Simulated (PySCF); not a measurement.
# [Pm(H2O)4]3+: other functionals and bases at one geometry

The task here is to estimate one member of a computed series from the others.

The runs use PySCF 2.14.0; several levels, as the steps say, no spin–orbit coupling.

1 further run of the same task is left out (for a known fault of the program).

**The starting structure**

13 atoms, charge 3, spin multiplicity 1.

Bond lengths: Pm1–O2 2.354 Å, Pm1–O5 2.354 Å, Pm1–O8 2.354 Å, Pm1–O11 2.354 Å, O2–H3 0.983 Å, O2–H4 0.983 Å, O5–H6 0.983 Å, O5–H7 0.983 Å, O8–H9 0.983 Å, O8–H10 0.983 Å, O11–H12 0.983 Å, O11–H13 0.983 Å. Angles: O2–Pm1–O5 110.9°, O2–Pm1–O8 106.6°, O2–Pm1–O11 110.9°, O5–Pm1–O8 110.9°, O5–Pm1–O11 106.6°, O8–Pm1–O11 110.9°, Pm1–O2–H3 128.3°, Pm1–O2–H4 128.5°, H3–O2–H4 103.2°, Pm1–O5–H6 128.4°, Pm1–O5–H7 128.3°, H6–O5–H7 103.2°, Pm1–O8–H9 128.5°, Pm1–O8–H10 128.3°, H9–O8–H10 103.2°, Pm1–O11–H12 128.3°, Pm1–O11–H13 128.4°, H12–O11–H13 103.2°.

Geometry (Å):

```xyz
13
H8O4Pm
Pm    0.0000    0.0000    0.0000
O     1.4073    1.3652    1.3020
H     2.2083    1.1059    1.8102
H     1.3435    2.3336    1.4611
O    -1.4074   -1.3020    1.3652
H    -1.3435   -1.4612    2.3336
H    -2.2083   -1.8102    1.1060
O     1.4073   -1.3652   -1.3020
H     1.3435   -2.3336   -1.4611
H     2.2083   -1.1059   -1.8102
O    -1.4074    1.3020   -1.3652
H    -2.2083    1.8102   -1.1060
H    -1.3435    1.4612   -2.3336
```

Formal oxidation states: Pm +3. Each metal's 4 4f electrons lie in its core potential, so multiplicities, spins and levels count the valence alone. An earlier session relaxed this geometry at PBE0, Pm lcecp-1-SVP with ECP50, O def2-SVP, H def2-SVP (singlet, point group S4).

At PBE0 on the finer grid: E = -338.306389 Eh, HOMO -24.06 eV, LUMO -15.23 eV, Mulliken charge on Pm1 +1.81 e, largest force component 0.005 eV/Å. 

Levels to run: CAM-B3LYP; revPBE; PBE0, TZVP. Hardware: 2 threads of Arm Neoverse V2, shared host.

Set-up of the first run:

Contents of run.py (the lines that set the calculation):

```python
mol = gto.M(atom='''
Pm    -0.00002     0.00000     0.00000
O      1.40732     1.36523     1.30205
H      2.20831     1.10595     1.81017
H      1.34349     2.33361     1.46113
O     -1.40740    -1.30201     1.36522
H     -1.34346    -1.46119     2.33363
H     -2.20826    -1.81024     1.10597
O      1.40732    -1.36523    -1.30205
H      1.34349    -2.33361    -1.46113
H      2.20831    -1.10595    -1.81017
O     -1.40740     1.30201    -1.36522
H     -2.20826     1.81024    -1.10597
H     -1.34346     1.46119    -2.33363''',
    basis={'Pm': 'lcecp-1-SVP', 'O': 'def2-SVP', 'H': 'def2-SVP'},
    ecp={'Pm': 'lcecp-1-SVP'},
    charge=3, spin=0)
mf = dft.RKS(mol, xc='CAMB3LYP')
mf.grids.atom_grid = (75, 302)  # f atoms: unpruned, at least (60, 302)
mf = mf.density_fit()  # fitting sets: Pm AutoAux, O def2-universal-JKFIT, H def2-universal-JKFIT
mf.conv_tol = 1e-08; mf.max_cycle = 55
mf.kernel(dm0)  # dm0: the density of the relaxed state
```

Launch:

```console
OMP_NUM_THREADS=2 python run.py
```

Among the steps run: CAM-B3LYP; revPBE; PBE0, TZVP.

One table of the session follows, with a row left open; its other results are not shown here.

```
              level  HOMO (eV)  gap (eV)  charge on Pm1 (e)  largest force component (eV/Å)
PBE0 (relaxed here)     -24.06      8.83               1.81                            0.00
          CAM-B3LYP     -25.56     11.50               1.78                            0.13
             revPBE     -22.12      6.10               1.67                            0.46
         PBE0, TZVP          ?         ?                  ?                               ?
```

**Question.** Estimate the row for PBE0, TZVP.

The run gave: HOMO (eV): -24.08; gap (eV): 8.92; charge on Pm1 (e): 2.12; largest force component (eV/Å): 0.24. In the column «HOMO (eV)» it lies between CAM-B3LYP (-25.56) and PBE0 (relaxed here) (-24.06).

In one basis the HOMO–LUMO gap runs from 6.10 eV (revPBE) to 11.50 eV (CAM-B3LYP). The largest leftover force, 0.46 eV/Å with revPBE, stands at a geometry relaxed at another level. With 4f in the core, its levels are missing from HOMO and gap, and its count is fixed, so no charge can pass from the ligands into it. Total energies of different levels can't be compared.
